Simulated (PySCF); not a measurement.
# C4H10Si: electronic excitations and core binding energies

What electronic excitations and core binding energies should C4H10Si (`C[Si]1(C)CC1`) show?

Programs: PySCF 2.14.0, with density-fitted response routines of our own. Each step states its level of theory. These are calculated values for one molecule in the gas phase, unless marked as measured. Atoms count from 0, in the outputs and in this text.

## Step 1: The molecule as given

15 atoms, charge 0, multiplicity 1; geometry from: GFN2-xTB.

Bonds of the start (Å): C0–Si1 1.90, Si1–C2 1.90, Si1–C3 1.89, C3–C4 1.55, C4–Si1 1.89, C0–H5 1.09, C0–H6 1.08, C0–H7 1.09, C2–H8 1.08, C2–H9 1.09, C2–H10 1.09, C3–H11 1.08, C3–H12 1.08, C4–H13 1.08, C4–H14 1.08.

## Step 2: TDDFT and polarisability: B3LYP/def2-SVPD

The job: settings as JSON, then the geometry in Å.

```
{"job": {"kind": "uv", "xc": "B3LYP", "basis": "def2-SVPD", "nstates": 8, "ntriplets": 3}, "charge": 0, "multiplicity": 1}
C     -0.975938     1.702609     0.336174
Si    -0.166776     0.021580     0.000768
C     -1.377853    -1.400935    -0.319572
C      1.553018    -0.038190    -0.770595
C      1.526202    -0.354293     0.742756
H     -1.619278     1.659889     1.209869
H     -0.225217     2.465587     0.511405
H     -1.584126     2.019530    -0.505714
H     -0.845784    -2.327900    -0.503884
H     -2.034556    -1.555771     0.531170
H     -2.001494    -1.196015    -1.184470
H      1.847269    -0.858494    -1.409772
H      2.069253     0.870900    -1.044704
H      1.802339    -1.364655     1.009607
H      2.028528     0.364147     1.375050
```

Level: TDDFT B3LYP/def2-SVPD, vertical, gas phase, core orbitals frozen in the response.

Run with:

```bash
$ OMP_NUM_THREADS=1 python probes_run.py task.json out
```

One launch serves the whole session: the jobs run in the order shown.

What it wrote:

```text
coarse grid: 12168 points
cycle   1  E = -447.5830542092  dE =  2.430e-01  |g| = 5.842e-01  |ddm| = 5.598e+00
cycle   2  E = -447.5167260556  dE =  6.633e-02  |g| = 7.543e-01  |ddm| = 1.648e+00
cycle   3  E = -447.6755281260  dE = -1.588e-01  |g| = 8.624e-02  |ddm| = 9.919e-01
cycle   4  E = -447.6774503938  dE = -1.922e-03  |g| = 2.668e-02  |ddm| = 1.313e-01
cycle   5  E = -447.6776466286  dE = -1.962e-04  |g| = 3.294e-03  |ddm| = 3.500e-02
cycle   6  E = -447.6776494559  dE = -2.827e-06  |g| = 6.967e-04  |ddm| = 9.810e-03
final grid: 110480 points
cycle   7  E = -447.7469372238  dE = -3.542e-05  |g| = 5.826e-03  |ddm| = 9.264e-02
cycle   8  E = -447.7469328930  dE =  4.331e-06  |g| = 7.105e-03  |ddm| = 1.707e-02
cycle   9  E = -447.7469464735  dE = -1.358e-05  |g| = 3.892e-04  |ddm| = 8.697e-03
cycle  10  E = -447.7469465096  dE = -3.605e-08  |g| = 1.906e-04  |ddm| = 7.706e-04
cycle  11  E = -447.7469465199  dE = -1.033e-08  |g| = 2.484e-05  |ddm| = 2.660e-04
cycle  12  E = -447.7469465201  dE = -1.637e-10  |g| = 8.714e-06  |ddm| = 6.213e-05
converged SCF energy = -447.7469465201

Static polarisability (au): isotropic 75.950, principal 65.342 75.238 87.269

Singlet excitations
state   eV       nm        f      main configurations
  1   5.5456    223.6   0.00026   H->L 0.99
  2   6.4580    192.0   0.01683   H->L+3 0.98
  3   6.5089    190.5   0.00231   H->L+2 0.97
  4   6.5127    190.4   0.12467   H->L+1 0.90
  5   6.8219    181.7   0.00000   H->L+4 0.99
  6   7.0600    175.6   0.01362   H-1->L 0.81, H->L+6 0.16
  7   7.2974    169.9   0.00353   H->L+5 0.84, H->L+7 0.14
  8   7.3978    167.6   0.01472   H->L+7 0.84, H->L+5 0.14

Triplet excitations (Tamm-Dancoff, eV): 5.3806 5.4806 6.3192
```

Run time: 33 s. Hardware: 1 thread of Arm Neoverse N1, shared host; peak memory 0.67 GiB.

The orbitals next to the gap, with their largest atomic shares:

| orbital | eV | atoms |
| --- | --- | --- |
| HOMO−3 | -9.51 | C4 27 %, C3 27 %, H13 11 % |
| HOMO−2 | -8.61 | C0 27 %, C2 27 %, Si1 21 % |
| HOMO−1 | -7.69 | C3 31 %, C4 31 %, Si1 11 % |
| HOMO | -6.17 | C4 26 %, C3 26 %, Si1 26 % |
| LUMO | 0.22 | Si1 23 %, C0 14 %, C2 14 % |
| LUMO+1 | 1.04 | Si1 18 %, C4 13 %, C3 13 % |
| LUMO+2 | 1.14 | C2 18 %, C0 18 %, H8 10 % |

With each of the 8 states as a Gaussian band of 0.4 eV half-width at 1/e, the curve within the window shown has maxima at 190 nm (ε 5,900) L/(mol cm). Beyond the last state computed it falls off for lack of states. The curve at chosen wavelengths:

```
 nm  ε (L/mol/cm)
161           436
165           823
168          1077
172          1368
175          1713
179          2658
182          3748
186          5221
189          5843
193          5606
197          4376
200          3212
204          1836
207          1093
211           489
214           250
218            97
222            39
225            22
229            13
232             9
236             6
239             5
243             3
246             2
250             1
```

Ground-state properties from the same run:

```csv
property,computed
dipole moment (D),0.98
polarisability (Å³),11.25
HOMO–LUMO gap (eV),6.39
−ε(HOMO) (eV),6.17
```

## Step 3: Core-electron binding energies: SCAN, X2C

Settings changed since step 2:

```diff
@@ -1,2 +1,2 @@
-{"job": {"kind": "uv", "xc": "B3LYP", "basis": "def2-SVPD", "nstates": 8, "ntriplets": 3}, "charge": 0, "multiplicity": 1}
+{"job": {"kind": "xps"}, "charge": 0, "multiplicity": 1}
 C     -0.975938     1.702609     0.336174
```

Level: delta-SCF UKS SCAN, pcX-2 on the ionised atom, pcseg-1 elsewhere, spin-free X2C.

What it wrote:

```text
ground state, core basis on atom 0 (C), 155 functions
  cycle   1  E = -448.28289124  |g| = 6.84e-01
  cycle   2  E = -448.15979492  |g| = 9.27e-01
  cycle   3  E = -448.40672181  |g| = 1.22e-01
  cycle   4  E = -448.41096259  |g| = 3.97e-02
  cycle   5  E = -448.41139696  |g| = 5.51e-03
  cycle   6  E = -448.41140291  |g| = 2.91e-03
  cycle   7  E = -448.41140287  |g| = 1.22e-03
  cycle   8  E = -448.41140394  |g| = 1.35e-04
  E(ground) = -448.45131321 Eh
hole in C 1s of atom 0
  cycle   1  E = -437.18263923  |g| = 1.50e+00
  cycle   2  E = -436.56007062  |g| = 1.76e+00
  cycle   3  E = -437.68134192  |g| = 3.76e-01
  cycle   4  E = -437.70918857  |g| = 2.62e-01
  cycle   5  E = -437.75128452  |g| = 5.13e-02
  cycle   6  E = -437.75246220  |g| = 2.13e-02
  cycle   7  E = -437.75270455  |g| = 5.58e-03
  cycle   8  E = -437.75272486  |g| = 1.10e-03
  cycle   9  E = -437.75272564  |g| = 5.24e-04
  cycle  10  E = -437.75272553  |g| = 1.85e-04
  E(ion) = -437.79116141 Eh   <S^2> = 0.7667   hole on atom = 1.000   binding energy = 290.078 eV
ground state, core basis on atom 1 (Si), 166 functions
  cycle   1  E = -448.51046339  |g| = 2.88e-01
  cycle   2  E = -448.51049629  |g| = 3.91e-02
  cycle   3  E = -448.51041277  |g| = 3.48e-02
  cycle   4  E = -448.51067480  |g| = 8.74e-03
  cycle   5  E = -448.51069454  |g| = 1.79e-03
  cycle   6  E = -448.51069403  |g| = 1.75e-04
  E(ground) = -448.50897491 Eh
hole in Si 1s of atom 1
  cycle   1  E = -379.60231244  |g| = 4.35e+00
  cycle   2  E = -379.55887664  |g| = 2.23e+00
  cycle   3  E = -380.11383619  |g| = 9.27e-01
  cycle   4  E = -380.59068529  |g| = 3.63e-01
  cycle   5  E = -380.65527742  |g| = 1.66e-01
  cycle   6  E = -380.67049484  |g| = 4.17e-02
  cycle   7  E = -380.67137099  |g| = 8.86e-03
  cycle   8  E = -380.67140593  |g| = 4.19e-03
  cycle   9  E = -380.67141637  |g| = 5.03e-04
  cycle  10  E = -380.67141558  |g| = 3.03e-04
  E(ion) = -380.67751193 Eh   <S^2> = 0.7530   hole on atom = 1.000   binding energy = 1845.788 eV
hole in Si 2p of atom 1
  cycle   1  E = -444.26248860  |g| = 1.25e+00
  cycle   2  E = -444.00436385  |g| = 1.23e+00
  cycle   3  E = -444.52600543  |g| = 3.31e-01
  cycle   4  E = -444.58554904  |g| = 1.33e-01
  cycle   5  E = -444.59364556  |g| = 6.42e-02
  cycle   6  E = -444.59604242  |g| = 7.82e-03
  cycle   7  E = -444.59606485  |g| = 4.26e-03
  cycle   8  E = -444.59607451  |g| = 4.02e-04
  E(ion) = -444.60550839 Eh   <S^2> = 0.7517   hole on atom = 1.002   binding energy = 106.219 eV
  2p3/2 = 105.996 eV   2p1/2 = 106.620 eV
ground state, core basis on atom 3 (C), 155 functions
  cycle   1  E = -448.41376829  |g| = 6.26e-02
  cycle   2  E = -448.41359527  |g| = 3.68e-02
  cycle   3  E = -448.41379868  |g| = 2.71e-02
  cycle   4  E = -448.41400977  |g| = 7.04e-03
  cycle   5  E = -448.41402417  |g| = 5.63e-04
  cycle   6  E = -448.41402387  |g| = 2.35e-04
  E(ground) = -448.45351973 Eh
hole in C 1s of atom 3
  cycle   1  E = -437.19250639  |g| = 1.51e+00
  cycle   2  E = -436.43104098  |g| = 1.88e+00
  cycle   3  E = -437.73036285  |g| = 3.36e-01
  cycle   4  E = -437.77265723  |g| = 1.09e-01
  cycle   5  E = -437.77794970  |g| = 4.00e-02
  cycle   6  E = -437.77875676  |g| = 6.82e-03
  cycle   7  E = -437.77879366  |g| = 2.63e-03
  cycle   8  E = -437.77879793  |g| = 1.28e-03
  cycle   9  E = -437.77880096  |g| = 8.89e-04
  cycle  10  E = -437.77880046  |g| = 2.31e-04
  E(ion) = -437.81701406 Eh   <S^2> = 0.7725   hole on atom = 1.000   binding energy = 289.434 eV
```

Wall time 60 s (1 thread of Arm Neoverse N1, shared host); peak memory 0.48 GiB.

Binding energies by hole, beside the orbital energy of the ground state; the difference holds orbital relaxation and, for a density functional, its self-interaction error:

| hole | stands for | environment | ΔSCF (eV; 2p as the shell's mean) | −ε (eV) | ⟨S²⟩ |
| --- | --- | --- | --- | --- | --- |
| C1s on C0 | C0, C2 | methyl carbon bonded to Si | 290.08 | 273.2 | 0.767 |
| Si1s on Si1 | Si1 | silicon bonded to 4 C, in a 3-membered ring | 1845.79 | 1792.9 | 0.753 |
| Si2p on Si1 | Si1 | silicon bonded to 4 C, in a 3-membered ring | 106.20 | 95.7 | 0.752 |
| C1s on C3 | C3, C4 | three-membered-ring carbon | 289.43 | 273.0 | 0.772 |

Each hole run stands for the others of its class of like atoms.

With the spin-orbit splitting: Si1 2p3/2 106.00, 2p1/2 106.62 eV. The table gives each 2p level as the mean over the whole 2p shell (two parts 2p3/2, one part 2p1/2), which differs a little from the single hole in the log.

## Step 4: Outcome

| quantity | value |
| --- | --- |
| lowest singlet (B3LYP/def2-SVPD) | 5.55 eV (224 nm), f = 0.000 |
| brightest single state of those computed | state 4, 6.51 eV, f = 0.125 |
| lowest triplet | 5.38 eV |
| C1s binding energies, SCAN/pcX-2 | C0 290.08, C3 289.43 eV |
| Si1s binding energies, SCAN/pcX-2 | Si1 1845.79 eV |
| Si2p binding energies, SCAN/pcX-2 | Si1 106.20 eV |

**Reading.** The lowest singlet, at 5.55 eV, is HOMO→LUMO 0.99 and is dark; of the 8 states computed, the strongest absorption comes from state 4 at 6.51 eV. The lowest triplet lies 0.17 eV below the lowest singlet (triplets in Tamm-Dancoff, singlets in full TDDFT). States above −ε(HOMO) lie where TDDFT describes them poorly and they hang on the basis; the brightest is among them. C0 (methyl carbon bonded to Si) binds its C1s electron 0.64 eV more tightly than C3 (three-membered-ring carbon).
